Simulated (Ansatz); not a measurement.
# FH₂OSSi radical: one species, many methods

One table from this session's results is given with a row withheld; the runs are named, their logs left out.

Computed with Ansatz 0.2.0, Gaussian basis. Level: functionals in def2-TZVPP, the program's frozen cores in correlated methods.

Levels to be run: LDA (SPW92), PBE-D4, revPBE-D4, BLYP-D4, r2SCAN-D4, B97M-V, PBE0-D4, B3LYP-D4, r2SCANh-D4, r2SCAN0-D4, HSE06-D4, BHLYP-D4, CAM-B3LYP-D4, LC-ωPBE, ωB97X-V, ωB97M-V, B2PLYP, PBE-QIDH; CCSD(T)/def2-SVP; CCSD(T)/def2-TZVPP; MP2/def2-QZVPP; extrapolation to the limit; RPA on PBE.

## Structure used throughout

All runs share one geometry, relaxed beforehand with PBE0-D4 in a triple-zeta def2 set.

SMILES `O[SiH](F)[S]`, 6 atoms, charge 0, spin multiplicity 2.

Atoms are counted from 1 here; the program's logs count them from 0.

Bond lengths: O1–Si2 1.625 Å, O1–H5 0.960 Å, Si2–F3 1.592 Å, Si2–S4 2.123 Å, Si2–H6 1.470 Å. Angles: Si2–O1–H5 118.3°, O1–Si2–F3 112.7°, O1–Si2–S4 109.7°, O1–Si2–H6 106.2°, F3–Si2–S4 105.0°, F3–Si2–H6 107.9°, S4–Si2–H6 115.5°.

Set-up of the first run:

in.yaml reads:

```yaml
crystal:
  periodic: [false, false, false]
  atoms:
    - {symbol: O, position_ang: [-0.201903, 0.411179, -1.237751]}
    - {symbol: Si, position_ang: [-0.177437, 0.029599, 0.341705]}
    - {symbol: F, position_ang: [0.803051, 0.959706, 1.183293]}
    - {symbol: S, position_ang: [0.582359, -1.937052, 0.591917]}
    - {symbol: H, position_ang: [0.579731, 0.224572, -1.762508]}
    - {symbol: H, position_ang: [-1.543702, 0.248097, 0.837344]}
basis:
  gaussian: {orbitals: def2-TZVPP}
magnetization: {spin_polarized: true, initial_magnetization: 1}
hamiltonian: {xc: lda}
output: {orbitals: {seedname: orbitals}}
```

Among the steps run: LDA; PBE-D4 (GGA); revPBE-D4 (GGA); BLYP-D4 (GGA); r2SCAN-D4 (meta-GGA); B97M-V (meta-GGA); PBE0-D4 (hybrid); B3LYP-D4 (hybrid); r2SCANh-D4 (hybrid); r2SCAN0-D4 (hybrid); HSE06-D4 (hybrid); BHLYP-D4 (hybrid); CAM-B3LYP-D4 (range-separated); LC-ωPBE-D4 (range-separated; the results give it without D4); ωB97X-V (range-separated); ωB97M-V (range-separated); B2PLYP (double hybrid); PBE-QIDH (double hybrid).

One table of the session follows, with a row left open; its other results are not shown here.

It belongs to the step «Frontier levels by functional». 

```
  functional  HOMO (eV)  LUMO (eV)  gap (eV)
 LDA (SPW92)      -6.63      -6.54      0.08
      PBE-D4      -6.53      -6.05      0.47
   revPBE-D4      -6.48      -5.93      0.55
     BLYP-D4      -6.37      -6.00      0.37
   r2SCAN-D4      -6.85      -5.69      1.16
      B97M-V      -6.90      -5.89      1.02
     PBE0-D4      -7.83      -4.92      2.91
    B3LYP-D4      -7.58      -5.30      2.28
  r2SCANh-D4      -7.32      -5.27      2.05
  r2SCAN0-D4      -8.03      -4.65      3.39
    HSE06-D4      -7.43      -5.31      2.11
    BHLYP-D4      -8.97      -3.77      5.20
CAM-B3LYP-D4      -9.19      -3.78      5.41
     LC-ωPBE     -10.64      -2.29      8.35
     ωB97X-V     -10.25      -2.79      7.45
     ωB97M-V          ?          ?         ?
```

**Question.** Estimate the row for ωB97M-V.

The run gave: HOMO (eV): -10.03; LUMO (eV): -2.90; gap (eV): 7.13. In the column «HOMO (eV)» it lies between ωB97X-V (-10.25) and CAM-B3LYP-D4 (-9.19).
